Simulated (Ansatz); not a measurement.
# ClGaH₃N: one structure at several levels

A test off equilibrium: a structure displaced at random from a GFN2-xTB minimum is computed at several levels, and each is set against CCSD(T).

Computed with Ansatz 0.2.0, Gaussian basis. Level: single points in def2-TZVPP.

Correlated methods freeze the cores. Filled d shells of the heavier atoms are correlated. B3LYP uses VWN-RPA correlation.

## 1. The system as given

6 atoms, charge 0, spin multiplicity 1.

Atoms are counted from 1 here; the program's logs count them from 0.

Bond lengths: N1–Ga2 1.888 Å, N1–H4 1.122 Å, N1–H5 1.041 Å, Ga2–Cl3 2.162 Å, Ga2–H6 1.669 Å. Angles: Ga2–N1–H4 119.9°, Ga2–N1–H5 120.8°, H4–N1–H5 119.1°, N1–Ga2–Cl3 114.3°, N1–Ga2–H6 116.3°, Cl3–Ga2–H6 129.2°.

As a file:

```xyz
6
charge 0, multiplicity 1
N    -0.1819    0.6368    0.8077
Ga   -0.0097   -0.5710   -0.6332
Cl    2.0011   -1.2996   -0.9487
H     0.7306    0.9803    1.3623
H    -1.1088    1.0401    1.0578
H    -1.3870   -0.8483   -1.5347
```

## 2. CCSD(T)/def2-TZVPP

run/in.yaml reads:

```yaml
crystal:
  periodic: [false, false, false]
  atoms:
    - {symbol: N, position_ang: [-0.181900, 0.636800, 0.807700]}
    - {symbol: Ga, position_ang: [-0.009700, -0.571000, -0.633200]}
    - {symbol: Cl, position_ang: [2.001100, -1.299600, -0.948700]}
    - {symbol: H, position_ang: [0.730600, 0.980300, 1.362300]}
    - {symbol: H, position_ang: [-1.108800, 1.040100, 1.057800]}
    - {symbol: H, position_ang: [-1.387000, -0.848300, -1.534700]}
basis:
  gaussian: {orbitals: def2-TZVPP}
correlation: {method: ccsd_t}
output: {forces: true}
```

The command line of these runs was not kept.

## 3. PBE0-D4/def2-TZVPP

Changes to run/in.yaml since step 2:

```diff
@@ -11,3 +11,3 @@
   gaussian: {orbitals: def2-TZVPP}
-correlation: {method: ccsd_t}
-output: {forces: true}
+hamiltonian: {xc: pbe0, dispersion: d4}
+output: {forces: true, orbitals: {seedname: orbitals}}
```

## 4. wB97M-V/def2-TZVPP

Changes to run/in.yaml since step 3:

```diff
@@ -11,3 +11,3 @@
   gaussian: {orbitals: def2-TZVPP}
-hamiltonian: {xc: pbe0, dispersion: d4}
-output: {forces: true, orbitals: {seedname: orbitals}}
+hamiltonian: {xc: {name: wB97M-V}}
+output: {forces: true}
```

## 5. r2SCAN-D4/def2-TZVPP

Changes to run/in.yaml since step 4:

```diff
@@ -11,3 +11,3 @@
   gaussian: {orbitals: def2-TZVPP}
-hamiltonian: {xc: {name: wB97M-V}}
+hamiltonian: {xc: r2scan, dispersion: d4}
 output: {forces: true}
```

## 6. PBE-D4/def2-TZVPP

Changes to run/in.yaml since step 5:

```diff
@@ -11,3 +11,3 @@
   gaussian: {orbitals: def2-TZVPP}
-hamiltonian: {xc: r2scan, dispersion: d4}
+hamiltonian: {xc: pbe, dispersion: d4}
 output: {forces: true}
```

## 7. revPBE-D4/def2-TZVPP

Changes to run/in.yaml since step 6:

```diff
@@ -11,3 +11,3 @@
   gaussian: {orbitals: def2-TZVPP}
-hamiltonian: {xc: pbe, dispersion: d4}
+hamiltonian: {xc: {name: revPBE}, dispersion: d4}
 output: {forces: true}
```

## 8. B3LYP-D4/def2-TZVPP

Changes to run/in.yaml since step 7:

```diff
@@ -11,3 +11,3 @@
   gaussian: {orbitals: def2-TZVPP}
-hamiltonian: {xc: {name: revPBE}, dispersion: d4}
+hamiltonian: {xc: {name: B3LYP}, dispersion: d4}
 output: {forces: true}
```

(Steps that only read results are left out.)

What does the calculation give? Wanted: energy less free atoms, CCSD(T)/def2-TZVPP; RMS force component; RMS force error; HOMO and LUMO, PBE0-D4; T1 diagnostic.

As calculated:

| quantity | value |
| --- | --- |
| energy less free atoms, CCSD(T)/def2-TZVPP | -1663.5 kJ/mol |
| RMS force component | 1.116 to 1.249 eV/Å over the methods |
| RMS force error | PBE0-D4 0.046, wB97M-V 0.040, r2SCAN-D4 0.025, PBE-D4 0.142, revPBE-D4 0.172, B3LYP-D4 0.080 eV/Å |
| HOMO and LUMO, PBE0-D4 | -7.39 and -0.93 eV |
| T1 diagnostic | 0.014 |

**Reading.** Against CCSD(T) the functionals' energies less atoms differ by -64.4 to -16.7 kJ/mol, PBE-D4 by -64.4 kJ/mol. The reference is not at the basis limit: in triple zeta CCSD(T) underbinds, which counts against methods that bind more; the gaps are no ranking. For forces r2SCAN-D4 does best and revPBE-D4 worst. Frozen-core CCSD(T) forces in triple zeta carry basis errors of their own, and this is one geometry, so small gaps rank nothing.
